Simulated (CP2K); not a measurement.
Write the native input for CP2K 2026.2 that does the following.

```yaml
Task: single point
Functional: PBE
Potentials_or_basis: POTENTIAL_UZH Ti GTH-PBE-q12, Sn GTH-PBE-q4; TZVP-MOLOPT-PBE-GTH basis
Density_cutoff: 6123 eV
k_mesh: 8 × 8 × 8
Occupations: fermi-dirac, width 0.05 eV
Spin: no spin polarisation
SCF_solver: diagonalisation with k points
Quickstep_method: GPW
EPS_DEFAULT: 1.0E-10
EPS_SCF: 1.0E-6
MAX_SCF: 100
SCF_GUESS: ATOMIC
k_points_reduced_by_the_point_group: yes
Mesh_centred_on_Gamma: yes
CHOLESKY: OFF
EPS_EIGVAL: 1.0E-7
MIXING_METHOD: BROYDEN_MIXING
MIXING_ALPHA: 0.4
NBUFFER: 8
NGRIDS: 5
Basis_sets: Ti TZVP-MOLOPT-PBE-GTH-q12, Sn TZVP-MOLOPT-PBE-GTH-q4
Potentials: Ti GTH-PBE-q12 of POTENTIAL_UZH, Sn GTH-PBE-q4 of POTENTIAL_UZH
ADDED_MOS: "[13]"
REL_CUTOFF_Ry: 60 Ry
MIXING_BETA_1/bohr: 1.5 1/bohr
CUTOFF_of_the_grids: 450 Ry
```

The system is TiSn.

```
Ti Sn
1.0
     3.96058    0.00000    0.00000
     1.98029    3.42996    0.00000
     1.98029    1.14332    3.23380
Ti Sn
1 1
Direct
  0.00892 0.99277 0.99400
  0.50319 0.49736 0.50214
```

The cell was built by a generator and needn't be a form met in nature.

The cell isn't the ideal one: atoms moved at random, drawn with an rms of 0.05 Å.

One way to write it, as run:

tisn_scf.inp

```
&GLOBAL
  PROJECT tisn_scf
  RUN_TYPE ENERGY_FORCE
  PRINT_LEVEL LOW
&END GLOBAL
&FORCE_EVAL
  METHOD QS
  STRESS_TENSOR ANALYTICAL
  &DFT
    BASIS_SET_FILE_NAME BASIS_MOLOPT_UZH
    POTENTIAL_FILE_NAME POTENTIAL_UZH
    &MGRID
      CUTOFF 450
      REL_CUTOFF 60
      NGRIDS 5
    &END MGRID
    &QS
      METHOD GPW
      EPS_DEFAULT 1.0E-10
    &END QS
    &KPOINTS
      SCHEME MONKHORST-PACK 8 8 8
      GAMMA_CENTERED T
      SYMMETRY T
      SYMMETRY_BACKEND SPGLIB
    &END KPOINTS
    &SCF
      SCF_GUESS ATOMIC
      EPS_SCF 1.0E-6
      MAX_SCF 100
      ADDED_MOS 13
      CHOLESKY OFF
      EPS_EIGVAL 1.0E-7
      &DIAGONALIZATION ON
        ALGORITHM STANDARD
      &END DIAGONALIZATION
      &MIXING ON
        METHOD BROYDEN_MIXING
        ALPHA 0.4
        BETA 1.5
        NBUFFER 8
      &END MIXING
      &SMEAR ON
        METHOD FERMI_DIRAC
        ELECTRONIC_TEMPERATURE [K] 580.226
      &END SMEAR
    &END SCF
    &XC
      &XC_FUNCTIONAL
        &GGA_X_PBE
        &END GGA_X_PBE
        &GGA_C_PBE
        &END GGA_C_PBE
      &END XC_FUNCTIONAL
    &END XC
    &PRINT
      &KPOINTS ON
      &END KPOINTS
      &MULLIKEN ON
      &END MULLIKEN
      &MO ON
        ENERGIES T
        OCCUPATION_NUMBERS T
        &EACH
          QS_SCF 0
        &END EACH
        ADD_LAST NUMERIC
      &END MO
      &LOWDIN ON
      &END LOWDIN
      &HIRSHFELD ON
        SHAPE_FUNCTION DENSITY
      &END HIRSHFELD
    &END PRINT
  &END DFT
  &SUBSYS
    &CELL
      ABC 3.9605757921 3.9605757921 3.9605757922
      ALPHA_BETA_GAMMA 59.9999999994 59.9999999998 59.9999999996
      PERIODIC XYZ
    &END CELL
    &COORD
      Ti  0.0091172455 -0.0316562372 -0.0193963120
      Sn  3.9722317667 2.2800425448 1.6238315563
    &END COORD
    &KIND Ti
      BASIS_SET TZVP-MOLOPT-PBE-GTH-q12
      POTENTIAL GTH-PBE-q12
    &END KIND
    &KIND Sn
      BASIS_SET TZVP-MOLOPT-PBE-GTH-q4
      POTENTIAL GTH-PBE-q4
    &END KIND
    &PRINT
      &ATOMIC_COORDINATES ON
      &END ATOMIC_COORDINATES
      &CELL ON
      &END CELL
    &END PRINT
  &END SUBSYS
  &PRINT
    &FORCES ON
    &END FORCES
    &STRESS_TENSOR ON
    &END STRESS_TENSOR
  &END PRINT
&END FORCE_EVAL
```

Potentials or basis: POTENTIAL_UZH Ti GTH-PBE-q12, Sn GTH-PBE-q4; TZVP-MOLOPT-PBE-GTH basis.

Command:

```sh
$ OMP_NUM_THREADS=1 cp2k.psmp -i tisn_scf.inp -o tisn_scf.out
```

Results of the run:

```
Pressure               : 1.0 GPa
Largest force          : 0.269 eV/Å
Band gap on the k mesh : none (metal or under the smearing width)
Mulliken charges       : Ti +0.05; Sn -0.05 e
Hirshfeld charges      : Ti +0.05; Sn -0.05 e
```

Caveat: Mulliken charges move with the basis; the basis of atomic orbitals isn't converged, which shifts pressures, moduli and gaps.

It took 63 s on 1 thread of Arm Neoverse V2, with other jobs on the host, peak memory 0.36 GiB.
